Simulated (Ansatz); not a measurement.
Runs of Ansatz 0.2.0 on AlSn. Symmetry: P-6m2, No. 187, hexagonal system. Conventional cell: a = 4.198 Å, b = 4.198 Å, c = 3.307 Å, α = 90.00°, β = 90.00°, γ = 120.00°. Sn (site symmetry -6m2) is surrounded by 6 Al at 2.93 Å and 2 Sn at 3.31 Å. Around Al (site symmetry -6m2) lie 6 Sn at 2.93 Å and 2 Al at 3.31 Å. The cell comes from a database or a generator and needn't be the stable form of this composition.

```tsv
task	level	spin	cell	points for each segment of the path	gap on the mesh (eV)	pressure (GPa)	relaxed volume (Å³/atom)
relaxation of cell and atoms	PBEsol	off	relaxed	-	none	0.0	24.35
relaxation of cell and atoms	PBEsol+D3(BJ)-ATM	off	relaxed	-	none	0.0	(a)
relaxation of cell and atoms	PBEsol+D4	off	relaxed	-	none	0.0	23.80
band structure	PBEsol	off	as given	14	none	-1.8	-
relaxation of cell and atoms	PBEsol+D3(BJ)	off	relaxed	-	none	0.0	23.45
band structure	PBEsol	SOC, no magnetisation	as given	14	none	-1.8	-
```

Alike in all rows: potentials or basis Ansatz PAW; k mesh 7 × 7 × 8; cutoff (eV) 420; smearing fermi-dirac 0.05 eV.

Q: Fill in the values left out.

A: (a) 23.53.

Caveats: the PAW data sets come from PBE, with cores solved anew for the run's functional, which leaves a small shift of forces and pressure; the plane-wave basis is chosen anew once the cell has moved, so the energies of steps on either side of that aren't comparable (some runs); pairwise dispersion overbinds metals, which lowers pressure and volume (some runs); spin-orbit coupling is left out, which moves the levels of the heavy elements (some runs).

A k mesh can miss the band edges, and rows without SOC leave out spin-orbit coupling on Sn.

A gap of «none» marks a metal or a gap under the smearing width.
